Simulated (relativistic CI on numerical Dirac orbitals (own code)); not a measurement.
# Ti⁺: one ion under different settings

How much do the settings matter for Ti⁺? One ion, several inputs.

The numbers are computed with relativistic CI on numerical Dirac orbitals (own code) version 3 (Dirac-Coulomb-Breit CI, KLI orbitals optimised for each configuration, model QED (radiative potential, 1s self-energy scaled to tabulated hydrogen-like ionisation energies), numerical settings as typed), except any that are marked as measured or tabulated.

## (1) The system

```
ion            : Ti⁺ (Ti II)
nuclear charge : 22
electrons      : 21
isotope        : A = 48
```

## (2) The usual input

Input settings:

```ini
atom Ti  Z=22  charge=1  electrons=21
nucleus A=48  rms_radius_fm=3.5921
hamiltonian dirac-coulomb  breit=on  qed=on  c_scale=1
orbitals kli  potential=per-configuration
slater_scale 1
correlation none
mixing on
grid step=0.0125 r_max=74.5
scf mixing=0.4 start=green max_iterations=150 tolerance=2e-08 node_fill=0.05
configurations
  [Ar] 3d2 4s
end
```

The run is started by

```
$ python run_levels.py task.json out
```

The settings of every run stand in task.json; they run in order.

## (3) Node fill 0.5

The settings differ from step 2 so:

```diff
@@ -8,3 +8,3 @@
 grid step=0.0125 r_max=74.5
-scf mixing=0.4 start=green max_iterations=150 tolerance=2e-08 node_fill=0.05
+scf mixing=0.4 start=green max_iterations=150 tolerance=2e-08 node_fill=0.5
 configurations
```

## (4) Iteration limit 30, Breit term off, nuclear radius 3.2329

Input settings:

```ini
atom Ti  Z=22  charge=1  electrons=21
nucleus A=48  rms_radius_fm=3.2329
hamiltonian dirac-coulomb  breit=off  qed=on  c_scale=1
orbitals kli  potential=per-configuration
slater_scale 1
correlation none
mixing on
grid step=0.0125 r_max=74.5
scf mixing=0.4 start=green max_iterations=30 tolerance=2e-08 node_fill=0.05
configurations
  [Ar] 3d2 4s
end
```

## (5) QED terms off

Input settings:

```ini
atom Ti  Z=22  charge=1  electrons=21
nucleus A=48  rms_radius_fm=3.5921
hamiltonian dirac-coulomb  breit=on  qed=off  c_scale=1
orbitals kli  potential=per-configuration
slater_scale 1
correlation none
mixing on
grid step=0.0125 r_max=74.5
scf mixing=0.4 start=green max_iterations=150 tolerance=2e-08 node_fill=0.05
configurations
  [Ar] 3d2 4s
end
```

## (6) Speed-of-light factor 10, node fill 0.01

Input settings:

```ini
atom Ti  Z=22  charge=1  electrons=21
nucleus A=48  rms_radius_fm=3.5921
hamiltonian dirac-coulomb  breit=on  qed=on  c_scale=10
orbitals kli  potential=per-configuration
slater_scale 1
correlation none
mixing on
grid step=0.0125 r_max=74.5
scf mixing=0.4 start=green max_iterations=150 tolerance=2e-08 node_fill=0.01
configurations
  [Ar] 3d2 4s
end
```

## (7) Node fill 50

Input settings:

```ini
atom Ti  Z=22  charge=1  electrons=21
nucleus A=48  rms_radius_fm=3.5921
hamiltonian dirac-coulomb  breit=on  qed=on  c_scale=1
orbitals kli  potential=per-configuration
slater_scale 1
correlation none
mixing on
grid step=0.0125 r_max=74.5
scf mixing=0.4 start=green max_iterations=69 tolerance=2e-08 node_fill=50
configurations
  [Ar] 3d2 4s
end
```

(Steps that only read results are left out.)

Q: Predict the outcome of this session. Wanted: lowest level, usual settings; total energy; first excitation.

The runs gave:

| setting | total energy less usual (Ha) | largest shift of a level among the lowest eight of both runs, same label and place (cm⁻¹) | SCF iterations | time | lowest level | kind of change |
| --- | --- | --- | --- | --- | --- | --- |
| usual | 0 | 0 | 12 | 0.1 s | 3d2 4s 4F3/2 | - |
| node fill 0.5 | 0.0195 | 584 | 16 | 0.11 s | 3d2 4s 4F3/2 | numerical |
| iteration limit 30, Breit term off, nuclear radius 3.2329 | -0.265 | 74.0 | 12 | 0.099 s | 3d2 4s 4F3/2 | unphysical constant |
| QED terms off | -0.176 | 2.12 | 12 | 0.06 s | 3d2 4s 4F3/2 | model term |
| speed-of-light factor 10, node fill 0.01 | 4.11 | 584 | 11 | 0.1 s | 3d2 4s 4F3/2 | unphysical constant |
| node fill 50 | 0.363 | 2470 | 19 | 0.12 s | 3d2 4s 4F3/2 | unsound |

| quantity | value |
| --- | --- |
| lowest level, usual settings | 3d2 4s 4F3/2 |
| total energy | -852.2008 Ha |
| first excitation | 84.1 cm⁻¹ |

What this shows: Among the runs whose levels can be followed, they move most under «node fill 50» (unsound), by up to 2470 cm⁻¹. «Node fill 50» costs 19 SCF iterations against 12. Only the listed configurations are in the model. In a near-neutral ion this small CI can misplace whole configurations by 10,000 cm⁻¹ or more.
